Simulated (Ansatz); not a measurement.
**HPbNO4: electrostatic potential with PBE**

The system is HPbNO4.

```
H Pb N O
1.0
     4.19923    0.11117    0.16817
     1.91600    3.89132    0.12568
     1.76085    1.25259    6.37266
H Pb N O
1 1 1 4
Direct
  0.89145 0.68202 0.62796
  0.14426 0.92872 0.88352
  0.25670 0.28861 0.30171
  0.83108 0.65056 0.78405
  0.38694 0.22380 0.11295
  0.31104 0.03576 0.45856
  0.07726 0.60633 0.32275
```

The cell was built by a generator and needn't be a form met in nature.

```json
{"Program": "Ansatz 0.2.0", "Task": "electrostatic potential", "Functional": "PBE", "Potentials or basis": "all-electron PAW datasets made for the crystal", "Cutoff": "980 eV (chosen from the basis error)", "k mesh": "7 × 7 × 5", "Occupations": "fermi-dirac, width 0.05 eV", "Spin": "no spin polarisation"}
```

* Pressure: -0.1 GPa
* Largest force: 0.050 eV/Å
* Band gap on the k mesh: 2.82 eV, indirect (least direct gap 2.85 eV)

Forces on the atoms (eV/Å):
```
H   -0.001  0.003  0.029
Pb   0.000  0.000  0.000
N   -0.003  0.004  0.000
O    0.001 -0.002 -0.025
O   -0.002  0.017  0.042
O    0.000  0.027 -0.037
O    0.005 -0.050 -0.008
```

Stress tensor (GPa, compression positive):
```
 0.01  0.04  0.02
 0.04 -0.14  0.00
 0.02  0.00 -0.17
```

Levels at points of the mesh, in eV from the valence-band top:
```
           k point  band 20  band 21  band 22  band 23  band 24  band 25
(0.00, 0.00, 0.00)    -1.57    -1.37    -0.72     3.58     4.31     5.47
```

Wall time 77 s on 8 threads of Intel(R) Xeon(R) Platinum 8259CL CPU @ 2.50GHz (Skylake/Cascade Lake), on a shared host, peak memory 6.6 GiB.

Caveat: spin-orbit coupling is left out, which as a rule narrows the gap of such compounds by several tenths of an eV; an odd mesh through Γ misses points on the zone boundary, where band edges often lie.
